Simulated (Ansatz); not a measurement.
# GeW (Fm-3m) in Ansatz: settings compared

Aim: see how the results for GeW move with the level of theory and the settings. Levels: LDA, PBE. Tasks: phonons, elastic constants.

Everything below comes from runs of Ansatz 0.2.0. Logs are shortened: lines on timing, memory, paths and dates and some standing lists are left out, and cuts for length are marked.

## 1. The structure

The structure is cubic, space group Fm-3m (No. 225). The conventional cell has a = 5.155 Å, b = 5.155 Å, c = 5.155 Å, α = 90.00°, β = 90.00°, γ = 90.00°. Ge (site symmetry m-3m) is surrounded by 6 W at 2.58 Å. W (site symmetry m-3m) is surrounded by 6 Ge at 2.58 Å.

The cell was built by a generator and needn't be a form met in nature.

## 2. Phonons, LDA

input.yaml reads:

```yaml
crystal:
  lattice:
    - [0.0, 2.57761, 2.57761]
    - [2.57761, 0.0, 2.57761]
    - [2.57761, 2.57761, 0.0]
  atoms:
    - { symbol: Ge, position: [0.5, 0.5, 0.5] }
    - { symbol: W, position: [0.0, 0.0, 0.0] }
hamiltonian:
  xc: lda
  pseudopotentials: { kind: paw }
kpoints:
  mp_grid: { grid: [7, 7, 7] }
scf:
  occupations: { method: fermi_dirac, width: 0.05 }
phonons:
  method: dfpt
```

Potentials or basis: Ansatz PAW.

The run is started by

```bash
ansatz run input.yaml --threads 2 --pin off --max-ram 5632MiB --backend cpu --events-out ev --progress --plain --runs-dir out
```

The log of the run:

```text
Warning: RAYON_NUM_THREADS=2 ignored (pool sized by the plan → 2); use --threads N
Engine: ansatz 0.2.0, aarch64-unknown-linux-gnu
Pseudopotentials: kind: paw
Pseudopotential: Ge, paw, valence charge 14, recommended cutoff 420 eV (normal), Ge.paw.azcp
Pseudopotential: W, paw, valence charge 14, recommended cutoff 420 eV (normal), W.paw.azcp
Functional definition: SPW92
  exchange = slater_x
  correlation = pw_c
Crystal: 2 atoms, lattice volume = 34.252 Å³
Basis set: ecut = 420 eV, 645 PW (Γ), exchange–correlation on 50×50×50 points (8 copies of the dense FFT grid, shifted against one another)
Bands: 18, of which v1, the nominal top of the filled ones, is band 14 counted from 1 (13 counted from 0)
Symmetry: 48 space group operations
k-points: 40 of 343 (irreducible under 8 space group operations, time reversal used)
Non-local potential: Ge, projectors of the file, l = 0: 2, l = 1: 2, l = 2: 3, l = 3: 1
Non-local potential: W, projectors of the file, l = 0: 3, l = 1: 2, l = 2: 2, l = 3: 1
PAW form: soft (Blöchl's): semilocal exchange-correlation on the pseudo side does not see the compensation charge
PAW frozen core: Ge, regenerated for the run's functional, and the local potential with it (the file was generated under x = pbe(κ = 0.804, μ = 0.2195149727645171), c = pbe(β = 0.06672455060314922))
PAW frozen core: W, regenerated for the run's functional, and the local potential with it (the file was generated under x = pbe(κ = 0.804, μ = 0.2195149727645171), c = pbe(β = 0.06672455060314922))
PAW one-centre angular grid: Ge, 590 points (default); XC on 64 Gauss nodes
PAW one-centre angular grid: W, 590 points (default); XC on 64 Gauss nodes
Initial density: superposition of atomic densities (neutral atoms: chi_scale 0, normalization atom), corrected by the library's trained network
Initial wavefunctions: pseudopotential atomic-orbital guess
Functional: x = slater, c = lda
SCF iter   1: F=—  HF=-14343.910510 eV  |F-HF|=—  |Δ(HF+E_count)|=         —  Δρ=5.65e-3  dr2=6.92e-3  ethr=1.77e-3  ⟨swp⟩=5.9  Hψ=3654  notcnv=0
preconditioner: auto → Kerker (q_TF=auto, 2.638 Å⁻¹)  [metal: Δε(μ)=0.046 eV  Ē_g=16.892 eV  σ=0.050 eV  W_gap=0.22  n_scr=14 (ndim 8)  ℏωp=28.4 eV  f_vac=0.000  D(μ)=2.85/eV (n_scr^D=26)]
SCF iter   2: F=—  HF=-14343.908761 eV  |F-HF|=—  |Δ(HF+E_count)|=   1.75e-3  Δρ=2.76e-3  dr2=1.85e-3  ethr=2.47e-5  ⟨swp⟩=2.0  Hψ=1252  notcnv=0
SCF iter   3: F=—  HF=-14343.908449 eV  |F-HF|=—  |Δ(HF+E_count)|=   3.12e-4  Δρ=8.20e-4  dr2=1.70e-4  ethr=6.60e-6  ⟨swp⟩=2.0  Hψ=887  notcnv=0
SCF iter   4: F=—  HF=-14343.908388 eV  |F-HF|=—  |Δ(HF+E_count)|=   6.03e-5  Δρ=3.20e-4  dr2=4.18e-5  ethr=6.08e-7  ⟨swp⟩=2.0  Hψ=962  notcnv=0
SCF iter   5: F=—  HF=-14343.908373 eV  |F-HF|=—  |Δ(HF+E_count)|=   1.57e-5  Δρ=7.62e-5  dr2=1.87e-6  ethr=1.49e-7  ⟨swp⟩=2.0  Hψ=1100  notcnv=0
SCF iter   6: F=—  HF=-14343.908373 eV  |F-HF|=—  |Δ(HF+E_count)|=   3.11e-7  Δρ=1.47e-5  dr2=4.91e-8  ethr=6.69e-9  ⟨swp⟩=2.5  Hψ=1194  notcnv=0
SCF iter   7: F=—  HF=-14343.908373 eV  |F-HF|=—  |Δ(HF+E_count)|=   7.56e-9  Δρ=2.34e-6  dr2=1.40e-9  ethr=1.75e-10  ⟨swp⟩=1.9  Hψ=1096  notcnv=0
SCF iter   8: F=—  HF=-14343.908373 eV  |F-HF|=—  |Δ(HF+E_count)|=  1.06e-10  Δρ=2.33e-7  dr2=9.93e-12  ethr=1.00e-12  ⟨swp⟩=4.9  Hψ=3669  notcnv=0
SCF iter   9: F=-14343.908373 eV  HF=-14343.908373 eV  |F-HF|=3.64e-12  |Δ(HF+E_count)|=  7.28e-12  Δρ=3.89e-8  dr2=2.56e-13  ethr=1.00e-12  ⟨swp⟩=5.0  Hψ=2744  notcnv=0
SCF 1 converged in 9 iterations: F = -14343.908373 eV  dr2 = 2.56e-13
DFPT response loops at Γ: preconditioner auto → Kerker (q_TF=auto, 2.638 Å⁻¹) (partly filled bands, converged f_vac=0.000); β = 1.00, the filter's whole step (`scf.mixing.beta` (0.50) is not read by the response loops under this deck's `scf.mixing.preconditioner`; to damp them name `kerker` or `kerker_dos`, under which they read `scf.mixing.beta`, and type it under 1.00, their step now; both keys bind the ground state too); Broyden in place of MSR1
SCF converged after 9 iterations
Free energy (F): -14343.908373 eV
Harris-Foulkes:  -14343.908373 eV  (|F-HF|=3.64e-12)
Internal energy: -14343.887256 eV  (E = F + TS)
E sigma→0 (E₀):  -14343.897815 eV
Entropy (-TS):   -0.021117 eV (-10.558 meV/atom)
Fermi energy:    16.273922 eV
--- Per-component energies (eV) ---
  E_band       = -213.458474
  E_kinetic    = 563.130633
  E_local      = -2828.282374  (includes V_loc(G=0)·N_el)
  E_nonlocal   = 430.978160
  E_hartree    = 1186.839652
  E_xc         = -339.741402
  E_vxc        = -303.479575  (∫ρ·V_xc dr)
  E_paw        = -10252.330710  (= ΣΔE_a)
  E_vpaw       = -449.484871  (= ΣTr[D̂ρ^β])
  E_aug_tail   = 0.000251  (compensation charges beyond the density's cutoff)
  E_ewald      = -3106.672946
  E_core_change = 2.191479  (= ΣΔE_core)
  E_smearing   = -0.021117  (= −TS)
  E_closure    = -0.000000  (closes the sum)
  Σ components = -14343.908373   (vs F -14343.908373, Δ=0.00e0)
--- Band table (eV; the first three rows and the last of 40) ---
  k-point 0: bands = ["-58.1395", "-22.3404", "-22.3404", "-22.3404", "-8.2692", "-8.2692", "-8.2076", "-8.2076", "-8.2076", "3.9270", "14.6485", "14.6485", "14.6485", "15.3959", "15.3959", "18.6619", "18.6619", "18.6619"]
  k-point 1: bands = ["-58.1389", "-22.3599", "-22.3439", "-22.3439", "-8.2621", "-8.2621", "-8.2058", "-8.2046", "-8.2046", "4.3230", "13.9106", "14.3314", "14.3314", "15.1296", "15.1296", "17.8320", "19.9780", "19.9780"]
  k-point 2: bands = ["-58.1375", "-22.4035", "-22.3519", "-22.3519", "-8.2463", "-8.2463", "-8.2017", "-8.1977", "-8.1977", "5.4480", "11.9897", "13.2465", "13.2465", "15.8185", "15.8185", "17.2513", "22.3012", "22.3012"]
  k-point 39: bands = ["-58.1353", "-22.4082", "-22.4046", "-22.3769", "-8.2604", "-8.2385", "-8.2014", "-8.1941", "-8.1829", "7.1376", "11.5172", "12.1823", "12.9572", "16.2524", "16.9413", "17.9303", "18.0623", "19.7535"]
--- Phonons (Γ-DFPT): 2 representative perturbations + reference, on 40 of 343 k-points (Σ response iterations 6) ---
  k mesh reduced under 8 symmetry operations, with k and −k counted as one. Each operation leaves every solved perturbation unchanged. A smaller set is not used because it would not reduce the number of displacements times k-points to solve
  ASR residual: 1.391e-3 → 0.000e0 eV/Å²; symmetrization residual: 3.166e-6 eV/Å²
  ASR residual per site (eV/Å²): 2.05e-5 1.39e-3
  Γ frequencies (cm⁻¹): 0.00 0.00 0.00 206.88 206.88 206.88
  non-analytic LO–TO correction: not included (Born effective charges unavailable; polar crystals: no LO–TO splitting at Γ)
```

It took 5.1 s on 2 threads of Arm Neoverse V1, shared host; peak memory 0.39 GiB.

Results:

```
Free energy                   : -14343.9084 eV
Band gap on the k mesh        : none (metal or under the smearing width)
Highest phonon frequency at Γ : 207 cm⁻¹
```

Levels at points of the mesh, in eV from the Fermi level:
| k point | band 11 | band 12 | band 13 | band 14 | band 15 | band 16 | band 17 | band 18 |
| --- | --- | --- | --- | --- | --- | --- | --- | --- |
| (0.00, 0.00, 0.00) | -1.63 | -1.63 | -1.63 | -0.88 | -0.88 | 2.39 | 2.39 | 2.39 |

Phonon frequencies in cm⁻¹ (negative: imaginary):
```tsv
q point	frequencies
(0.000, 0.000, 0.000)	0 0 0 207 207 207
```

Caveat: the PAW data sets come from PBE, with cores solved anew for the run's functional, which leaves a small shift of forces and pressure. Spin-orbit coupling is left out, which matters for the levels of W.

## 3. Elastic constants, LDA

input.yaml: that of step 2 with these lines changed.

```diff
@@ -15,3 +15,7 @@
   occupations: { method: fermi_dirac, width: 0.05 }
-phonons:
-  method: dfpt
+output:
+  forces: true
+  stress: true
+elastic:
+  mode: relaxed_ion
+  stencil: two_point
```

Potentials or basis: Ansatz PAW.

The run is started by

```bash
ansatz run input.yaml --threads 2 --pin off --max-ram 5632MiB --backend cpu --events-out ev --progress --plain --runs-dir out
```

Wall time 5.2 s (2 threads of Arm Neoverse V1, shared host); peak memory 0.34 GiB.

It converged, with:

| Item | Value |
| --- | --- |
| Free energy | -14343.9084 eV |
| Pressure | -9.7 GPa |
| Band gap on the k mesh | none (metal or under the smearing width) |
| Elastic constants C11, C12, C44 | 281, 88, 8 GPa |
| Voigt bulk modulus | 152 GPa |

Levels at points of the mesh, in eV from the Fermi level:
```
           k point  band 12  band 13  band 14  band 15  band 16  band 17
(0.00, 0.00, 0.00)    -1.63    -1.63    -0.88    -0.88     2.39     2.39
```

Elastic tensor in Voigt notation (GPa, in the Cartesian axes of the cell as first typed):
```
281  88  88   0   0   0
 88 281  88   0   0   0
 88  88 281   0   0   0
  0   0   0   8   0   0
  0   0   0   0   8   0
  0   0   0   0   0   8
```

Caveat: the cell is more than 3 GPa from zero pressure, which shifts response properties; elastic constants of metals need much finer meshes, so these are rough; the PAW data sets come from PBE, with cores solved anew for the run's functional, which leaves a small shift of forces and pressure. Spin-orbit coupling is left out, which matters for the levels of W.

## 4. Phonons, PBE

input.yaml: that of step 3 with these lines changed.

```diff
@@ -9,3 +9,3 @@
 hamiltonian:
-  xc: lda
+  xc: pbe
   pseudopotentials: { kind: paw }
@@ -15,7 +15,3 @@
   occupations: { method: fermi_dirac, width: 0.05 }
-output:
-  forces: true
-  stress: true
-elastic:
-  mode: relaxed_ion
-  stencil: two_point
+phonons:
+  method: dfpt
```

Potentials or basis: Ansatz PAW.

The run is started by

```bash
ansatz run input.yaml --threads 2 --pin off --max-ram 5632MiB --backend cpu --events-out ev --progress --plain --runs-dir out
```

The log of the run:

```text
Warning: RAYON_NUM_THREADS=2 ignored (pool sized by the plan → 2); use --threads N
Engine: ansatz 0.2.0, aarch64-unknown-linux-gnu
Pseudopotentials: kind: paw
Pseudopotential: Ge, paw, valence charge 14, recommended cutoff 420 eV (normal), Ge.paw.azcp
Pseudopotential: W, paw, valence charge 14, recommended cutoff 420 eV (normal), W.paw.azcp
Functional definition: PBE
  parameter kappa = 0.804
  parameter beta = 0.06672455060314922
  exchange = pbe_x(kappa = kappa, mu = beta*pi^2/3)
  correlation = pbe_c(beta = beta)
Crystal: 2 atoms, lattice volume = 34.252 Å³
Basis set: ecut = 420 eV, 645 PW (Γ), exchange–correlation on 50×50×50 points (8 copies of the dense FFT grid, shifted against one another)
Bands: 18, of which v1, the nominal top of the filled ones, is band 14 counted from 1 (13 counted from 0)
Symmetry: 48 space group operations
k-points: 40 of 343 (irreducible under 8 space group operations, time reversal used)
Non-local potential: Ge, projectors of the file, l = 0: 2, l = 1: 2, l = 2: 3, l = 3: 1
Non-local potential: W, projectors of the file, l = 0: 3, l = 1: 2, l = 2: 2, l = 3: 1
PAW form: soft (Blöchl's): semilocal exchange-correlation on the pseudo side does not see the compensation charge
PAW one-centre angular grid: Ge, 590 points (default); XC on 64 Gauss nodes
[... 17 lines left out ...]
SCF converged after 9 iterations
Free energy (F): -14678.069553 eV
Harris-Foulkes:  -14678.069553 eV  (|F-HF|=0.00e0)
Internal energy: -14678.048482 eV  (E = F + TS)
E sigma→0 (E₀):  -14678.059018 eV
Entropy (-TS):   -0.021071 eV (-10.536 meV/atom)
Fermi energy:    16.640357 eV
--- Per-component energies (eV) ---
  E_band       = -203.117191
  E_kinetic    = 562.392155
  E_local      = -2815.695621  (includes V_loc(G=0)·N_el)
  E_nonlocal   = 422.106120
  E_hartree    = 1185.530651
  E_xc         = -342.017957
  E_vxc        = -302.900346  (∫ρ·V_xc dr)
  E_paw        = -10583.691166  (= ΣΔE_a)
  E_vpaw       = -440.081088  (= ΣTr[D̂ρ^β])
  E_aug_tail   = 0.000282  (compensation charges beyond the density's cutoff)
  E_ewald      = -3106.672946
  E_smearing   = -0.021071  (= −TS)
  E_closure    = 0.000000  (closes the sum)
  Σ components = -14678.069553   (vs F -14678.069553, Δ=0.00e0)
--- Band table (eV; the first three rows and the last of 40) ---
  k-point 0: bands = ["-57.7953", "-22.0270", "-22.0270", "-22.0270", "-7.8379", "-7.8379", "-7.7785", "-7.7785", "-7.7785", "4.2808", "15.0028", "15.0028", "15.0028", "15.7402", "15.7402", "19.0369", "19.0369", "19.0369"]
  k-point 1: bands = ["-57.7947", "-22.0465", "-22.0305", "-22.0305", "-7.8308", "-7.8308", "-7.7768", "-7.7755", "-7.7755", "4.6779", "14.2569", "14.6808", "14.6808", "15.4837", "15.4837", "18.2297", "20.3519", "20.3519"]
  k-point 2: bands = ["-57.7933", "-22.0899", "-22.0384", "-22.0384", "-7.8151", "-7.8151", "-7.7727", "-7.7686", "-7.7686", "5.8068", "12.3324", "13.5940", "13.5940", "16.1835", "16.1835", "17.6511", "22.6735", "22.6735"]
  k-point 39: bands = ["-57.7911", "-22.0947", "-22.0911", "-22.0634", "-7.8290", "-7.8072", "-7.7723", "-7.7649", "-7.7536", "7.5343", "11.8391", "12.4807", "13.2921", "16.6218", "17.3214", "18.3114", "18.4282", "20.1218"]
--- Phonons (Γ-DFPT): 2 representative perturbations + reference, on 40 of 343 k-points (Σ response iterations 6) ---
  k mesh reduced under 8 symmetry operations, with k and −k counted as one. Each operation leaves every solved perturbation unchanged. A smaller set is not used because it would not reduce the number of displacements times k-points to solve
  ASR residual: 1.199e-3 → 0.000e0 eV/Å²; symmetrization residual: 2.082e-5 eV/Å²
  ASR residual per site (eV/Å²): 1.29e-5 1.20e-3
  Γ frequencies (cm⁻¹): 0.00 0.00 0.00 217.89 217.89 217.89
  non-analytic LO–TO correction: not included (Born effective charges unavailable; polar crystals: no LO–TO splitting at Γ)
```

Run time: 5.1 s. Hardware: 2 threads of Arm Neoverse V1, shared host; peak memory 0.4 GiB.

What came out:

```
Free energy                   : -14678.0696 eV
Band gap on the k mesh        : none (metal or under the smearing width)
Highest phonon frequency at Γ : 218 cm⁻¹
```

Levels at points of the mesh, in eV from the Fermi level:
```tsv
k point	band 10	band 11	band 12	band 13	band 14	band 15	band 16	band 17	band 18
(0.00, 0.00, 0.00)	-12.36	-1.64	-1.64	-1.64	-0.90	-0.90	2.40	2.40	2.40
```

Phonon frequencies in cm⁻¹ (negative: imaginary):
```csv
q point,frequencies
"(0.000, 0.000, 0.000)",0 0 0 218 218 218
```

Spin-orbit coupling is left out, which matters for the levels of W.

## 5. Overview

```tsv
task	level	atoms under strain	gap on the mesh (eV)
phonons	LDA	-	none
elastic constants	LDA	relaxed	none
phonons	PBE	-	none
```

Alike in all rows: potentials or basis Ansatz PAW; no spin polarisation; cell as given; k mesh 7 × 7 × 7; cutoff (eV) 420; smearing fermi-dirac 0.05 eV.

Every run on the cell as given and a fine mesh finds a metal.

Caveats: the PAW data sets come from PBE, with cores solved anew for the run's functional, which leaves a small shift of forces and pressure (some runs); the cell is more than 3 GPa from zero pressure, which shifts response properties (some runs); elastic constants of metals need much finer meshes, so these are rough (some runs).

Absolute energies hang on the potentials; compare differences alone.
